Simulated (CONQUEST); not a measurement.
## ScSi2 under changes of volume

One of the cells (14.965 Å³/atom); the others are scaled copies at fixed shape and fractional positions:

```
Sc Si
1.0
     3.66000    0.00000    0.00000
     0.00000    3.87000    0.00000
     0.00000    0.00000    6.33931
Sc Si
2 4
Cartesian
  0.0000 0.0000 0.0000
  1.8300 0.0000 3.1697
  0.0000 1.9350 2.1131
  1.8300 1.9350 5.2828
  0.0000 1.9350 4.2262
  1.8300 1.9350 1.0566
```

| Quantity | Value |
| --- | --- |
| Program | CONQUEST 1.3 |
| Functional | PBE |
| Potentials or basis | PseudoDojo NC PBE, DZP, grid of 40 × 48 × 72 points |
| k mesh | 7 × 7 × 4 |
| Occupations | fermi-dirac, width 0.05 eV |
| Spin | no spin polarisation |

```csv
volume (Å³/atom),energy over the lowest point (meV/atom),pressure (GPa),largest force (eV/Å)
14.067,298.93,40.0,0.019
14.367,229.02,35.0,0.007
14.666,168.19,30.4,0.003
14.965,?,?,?
15.265,70.47,22.4,0.027
15.564,32.07,18.8,0.036
15.863,0.00,15.6,0.047
```

Question: What does the run at 14.965 Å³/atom give?

Answer: Energy over the lowest point 115.63 meV/atom; pressure 26.1 GPa; largest force 0.015 eV/Å.

Worked out: A Birch-Murnaghan fit of order 3 (a polynomial in V^(-2/3)) to the other rows has no minimum within the range. It gives 115.68 meV/atom at 14.965 Å³/atom, against the run's 115.63, and -dE/dV = 26.1 GPa, against 26.1.

Energies are extrapolated to zero smearing.

Caveats: the basis of atomic orbitals isn't converged, which shifts pressures, moduli and gaps.
